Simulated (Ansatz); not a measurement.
# MoS2: the cost of one run

Program: Ansatz 0.2.0. Level of theory: DFT PBE, scalar-relativistic, plane waves, PAW. These are calculated values, not measurements.

## (1) The starting structure

It takes space group P6_3/mmc (No. 194, hexagonal). The conventional cell has a = 3.169 Å, b = 3.169 Å, c = 12.324 Å, α = 90.00°, β = 90.00°, γ = 120.00°. Mo (site symmetry -6m2) has 6 S at 2.41 Å in its first shell of neighbours. S (site symmetry 3m) is surrounded by 3 Mo at 2.41 Å.

As a file:

```
Mo S
1.0
     3.16900    0.00000    0.00000
    -1.58450    2.74443    0.00000
     0.00000    0.00000   12.32400
Mo S
2 4
Direct
  0.33333 0.66667 0.25000
  0.66667 0.33333 0.75000
  0.33333 0.66667 0.62300
  0.66667 0.33333 0.12300
  0.33333 0.66667 0.87700
  0.66667 0.33333 0.37700
```

The structure comes from the Crystallography Open Database.

(A quick probe on a coarse mesh, which set the mesh and smearing, is not shown.)

## (3) Relaxing cell and atoms

Input file input.yaml:

```yaml
crystal:
  lattice:
    - [3.169, 0.0, 0.0]
    - [-1.5845, 2.7444345046, 0.0]
    - [0.0, 0.0, 12.324]
  atoms:
    - { symbol: Mo, position: [0.3333333333, 0.6666666667, 0.25] }
    - { symbol: Mo, position: [0.6666666667, 0.3333333333, 0.75] }
    - { symbol: S, position: [0.3333333333, 0.6666666667, 0.623] }
    - { symbol: S, position: [0.6666666667, 0.3333333333, 0.123] }
    - { symbol: S, position: [0.3333333333, 0.6666666667, 0.877] }
    - { symbol: S, position: [0.6666666667, 0.3333333333, 0.377] }
basis:
  ecutwfc: 420
kpoints:
  mp_grid: { grid: [12, 12, 4] }
hamiltonian:
  xc: pbe
scf:
  occupations: { method: gaussian, width: 0.02 }
output:
  forces: true
  stress: true
  eigenvalues: true
  write_density: true
  write_potential: true
  elf: true
  volumetric_format: npy
relax:
  adjacent_minimum: "off"
  f_tol: 0.005
  max_steps: 80
  cell: { stress_tol: 0.05 }
```

Launch:

```
ansatz run input.yaml --threads 2 --pin off --max-ram 5120MiB --backend cpu --events-out ev --progress --plain --runs-dir out
```

What time and memory should one allow on 2 threads of Intel Xeon Platinum 8259CL at 2.50GHz (Skylake/Cascade Lake), shared host?

About 2 min, with a peak of 0.56 GiB.
